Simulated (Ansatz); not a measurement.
# ClF3H2O2W: small, medium and large basis sets

Aim: see how fast density functionals converge with the basis set for ClF3H2O2W.

Program: Ansatz 0.2.0, Gaussian basis. Level of theory: one geometry, several basis sets. These are calculated values, not measurements.

The runs, in order: PBE0-D4/def2-SVP; ωB97M-V/def2-SVP; PBE0-D4/def2-QZVPP; ωB97M-V/def2-QZVPP; the functionals' def2-TZVPP values are taken from earlier runs.

1 further run of the same task is left out (for a known fault of the program).

**1. The relaxed structure**

The geometry comes from an earlier relaxation with PBE0-D4 in a triple-zeta def2 set; it is a stationary point, not always the lowest conformer. W takes the def2 core potential; no spin-orbit term is included.

SMILES `[OH][W]([OH])([F])([F])([F])[Cl]`, 9 atoms, charge 0, spin multiplicity 1.

Atoms are counted from 1 here; the program's logs count them from 0.

Bond lengths: O1–W2 1.851 Å, O1–H8 0.961 Å, W2–O3 1.851 Å, W2–F4 1.857 Å, W2–F5 1.857 Å, W2–F6 1.900 Å, W2–Cl7 2.272 Å, O3–H9 0.961 Å. Angles: W2–O1–H8 129.9°, O1–W2–O3 164.3°, O1–W2–F4 90.2°, O1–W2–F5 90.2°, O1–W2–F6 82.1°, O1–W2–Cl7 97.9°, O3–W2–F4 90.2°, O3–W2–F5 90.2°, O3–W2–F6 82.1°, O3–W2–Cl7 97.9°, F4–W2–F5 177.6°, F4–W2–F6 91.2°, F4–W2–Cl7 88.8°, F5–W2–F6 91.2°, F5–W2–Cl7 88.8°, F6–W2–Cl7 180.0°, W2–O3–H9 129.9°.

**2. PBE0-D4 in def2-SVP**

File in.yaml:

```yaml
crystal:
  periodic: [false, false, false]
  atoms:
    - {symbol: O, position_ang: [-1.613375, -0.042024, 0.870357]}
    - {symbol: W, position_ang: [-0.030574, -0.231215, -0.070528]}
    - {symbol: O, position_ang: [1.615836, 0.060258, -0.864709]}
    - {symbol: F, position_ang: [-0.883833, 0.316232, -1.626267]}
    - {symbol: F, position_ang: [0.812961, -0.851787, 1.462884]}
    - {symbol: F, position_ang: [0.208177, 1.571784, 0.480037]}
    - {symbol: Cl, position_ang: [-0.315917, -2.386704, -0.728869]}
    - {symbol: H, position_ang: [-1.959994, 0.716340, 1.347220]}
    - {symbol: H, position_ang: [2.166719, 0.847126, -0.870125]}
basis:
  gaussian: {orbitals: def2-SVP}
hamiltonian: {xc: pbe0, dispersion: d4}
output: {orbitals: {seedname: orbitals}}
```

On the command line:

```sh
> ansatz run in.yaml --threads 4 --pin off --events-out ev --progress --plain --max-ram 11315MiB
```

Further steps of the session: ωB97M-V in def2-SVP; PBE0-D4 in def2-QZVPP; ωB97M-V in def2-QZVPP.

Q: Predict the results of all the runs planned. Wanted: PBE0-D4: double and triple zeta above quadruple; ωB97M-V: double and triple zeta above quadruple.

**Answer**, as computed:

| quantity | value |
| --- | --- |
| PBE0-D4: double and triple zeta above quadruple | 21.31, 1.04 eV |
| ωB97M-V: double and triple zeta above quadruple | 21.55, 0.99 eV |

What this shows: For PBE0-D4 the step from double to triple zeta gains 20.27 eV and the next only 1.04 eV. Total energies overstate the basis error of differences, where much of it tends to cancel.
